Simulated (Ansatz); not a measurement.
# CaSi2N2: the cost of one run

Computed with Ansatz 0.2.0 (DFT PBE, scalar-relativistic, plane waves, PAW, unless a step's input says otherwise).

## (1) The structure to begin with

Symmetry: Cmmm, No. 65, orthorhombic system. The conventional cell has a = 3.648 Å, b = 6.308 Å, c = 8.009 Å, α = 90.00°, β = 90.00°, γ = 90.00°. Ca (site symmetry mmm) is surrounded by 2 N at 2.62 Å. Si (site symmetry m2m) has 1 Si at 1.59 Å and 2 N at 1.60 Å in its first shell of neighbours. N (site symmetry mm2) has 2 Si at 1.60 Å in its first shell of neighbours.

Structure file:

```cif
data_structure
_symmetry_space_group_name_H-M 'Cmmm'
_symmetry_Int_Tables_number 65
_cell_length_a 3.6481
_cell_length_b 6.3083
_cell_length_c 8.0092
_cell_angle_alpha 90.000
_cell_angle_beta 90.000
_cell_angle_gamma 90.000
_cell_volume 184.32
loop_
_atom_site_label
_atom_site_type_symbol
_atom_site_symmetry_multiplicity
_atom_site_Wyckoff_symbol
_atom_site_fract_x
_atom_site_fract_y
_atom_site_fract_z
_atom_site_occupancy
Ca1 Ca 2 b 0.50000 0.00000 0.00000 1
Si1 Si 4 j 0.50000 0.87400 0.50000 1
N1 N 4 l 0.50000 0.00000 0.67332 1
```

Recipe of the guess: random cell by space group and Wyckoff sites (Cmmm, No. 65). Lengths come from tabulated atomic sizes and are only a guess.

## (2) Probe: one point on a coarse mesh

File input.yaml:

```yaml
crystal:
  lattice:
    - [1.82403255, -3.15414025, 0.0]
    - [1.82403255, 3.15414025, 0.0]
    - [0.0, 0.0, 8.00922428]
  atoms:
    - { symbol: Ca, position: [0.5, 0.5, 0.0] }
    - { symbol: Si, position: [0.62599957, 0.37400043, 0.5] }
    - { symbol: Si, position: [0.37400043, 0.62599957, 0.5] }
    - { symbol: "N", position: [0.5, 0.5, 0.67332172] }
    - { symbol: "N", position: [0.5, 0.5, 0.32667828] }
basis:
  ecutwfc: 420
kpoints:
  mp_grid: { grid: [6, 6, 2] }
hamiltonian:
  xc: pbe
scf:
  occupations: { method: gaussian, width: 0.1 }
  lower_state_search: "off"
output:
  forces: true
  stress: true
  eigenvalues: true
```

Launch:

```sh
ansatz run input.yaml --threads 1 --pin off --max-ram 2560MiB --backend cpu --events-out ev --progress --plain --runs-dir out
```

**Question.** How long does this run take on 1 thread of Intel Xeon at 2.50GHz (Skylake/Cascade Lake), shared host, and how much memory does it need?

About 8.4 s, with a peak of 0.37 GiB.
